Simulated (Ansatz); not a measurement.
**CH₅GeLi (SMILES [Li][CH2][GeH3]): functionals against CCSD(T) at one geometry**

The task here is to estimate one member of a computed series from the others.

The runs use Ansatz 0.2.0, Gaussian basis; single points in def2-TZVPP.

Correlated methods freeze the cores. Filled d shells of the heavier atoms are correlated. The outer core shell of Li, Na, Mg and K is correlated. B3LYP uses VWN-RPA correlation.

### Starting geometry

SMILES `[Li][CH2][GeH3]`, 8 atoms, charge 0, spin multiplicity 1.

Atoms are counted from 1 here; the program's logs count them from 0.

Bond lengths: Li1–C2 1.866 Å, C2–Ge3 1.967 Å, C2–H4 0.814 Å, C2–H5 1.102 Å, Ge3–H6 1.465 Å, Ge3–H7 1.635 Å, Ge3–H8 1.370 Å. Angles: Li1–C2–Ge3 100.9°, Li1–C2–H4 132.0°, Li1–C2–H5 111.7°, Ge3–C2–H4 104.3°, Ge3–C2–H5 106.5°, H4–C2–H5 99.4°, C2–Ge3–H6 116.5°, C2–Ge3–H7 108.3°, C2–Ge3–H8 117.2°, H6–Ge3–H7 109.7°, H6–Ge3–H8 103.2°, H7–Ge3–H8 100.8°.

Coordinates:

```mol
CH5GeLi
  3D, bonds by distance, orders not assigned

  8  7  0  0  0  0  0  0  0  0999 V2000
   -2.2592    0.4770   -0.1428 Li  0  0
   -0.5414    0.4307   -0.8711 C   0  0
    0.4735   -0.3492    0.6225 Ge  0  0
   -0.2396    0.0641   -1.5319 H   0  0
   -0.1387    1.4445   -1.0281 H   0  0
    0.2782    0.2667    1.9374 H   0  0
    0.1234   -1.9447    0.7037 H   0  0
    1.8367   -0.3922    0.4979 H   0  0
  1  2  8  0
  2  3  8  0
  2  4  8  0
  2  5  8  0
  3  6  8  0
  3  7  8  0
  3  8  8  0
M  END
```

The first run:

File run/in.yaml:

```yaml
crystal:
  periodic: [false, false, false]
  atoms:
    - {symbol: Li, position_ang: [-2.259200, 0.477000, -0.142800]}
    - {symbol: C, position_ang: [-0.541400, 0.430700, -0.871100]}
    - {symbol: Ge, position_ang: [0.473500, -0.349200, 0.622500]}
    - {symbol: H, position_ang: [-0.239600, 0.064100, -1.531900]}
    - {symbol: H, position_ang: [-0.138700, 1.444500, -1.028100]}
    - {symbol: H, position_ang: [0.278200, 0.266700, 1.937400]}
    - {symbol: H, position_ang: [0.123400, -1.944700, 0.703700]}
    - {symbol: H, position_ang: [1.836700, -0.392200, 0.497900]}
basis:
  gaussian: {orbitals: def2-TZVPP}
correlation: {method: ccsd_t}
output: {forces: true}
```

The command line of these runs was not kept.

Steps of the session up to this table: CCSD(T)/def2-TZVPP; PBE0-D4/def2-TZVPP; wB97M-V/def2-TZVPP; r2SCAN-D4/def2-TZVPP; PBE-D4/def2-TZVPP; revPBE-D4/def2-TZVPP; B3LYP-D4/def2-TZVPP.

One table of the session follows, with a row left open; its other results are not shown here.

| method | RMS force component (eV/Å) | angle to CCSD(T) forces (°) | dipole (D) |
| --- | --- | --- | --- |
| CCSD(T) | 6.463 | reference | 5.67 |
| PBE0-D4 | ? | ? | ? |
| wB97M-V | 6.397 | 0.4 | 5.52 |
| r2SCAN-D4 | 6.422 | 0.5 | 5.62 |
| PBE-D4 | 6.472 | 1.1 | 5.44 |
| revPBE-D4 | 6.479 | 1.2 | 5.44 |
| B3LYP-D4 | 6.357 | 0.7 | 5.54 |

**Question.** Estimate the row for PBE0-D4.

As computed: RMS force component (eV/Å): 6.476; angle to CCSD(T) forces (°): 0.7; dipole (D): 5.57. In the column «RMS force component (eV/Å)» it lies between PBE-D4 (6.472) and revPBE-D4 (6.479).
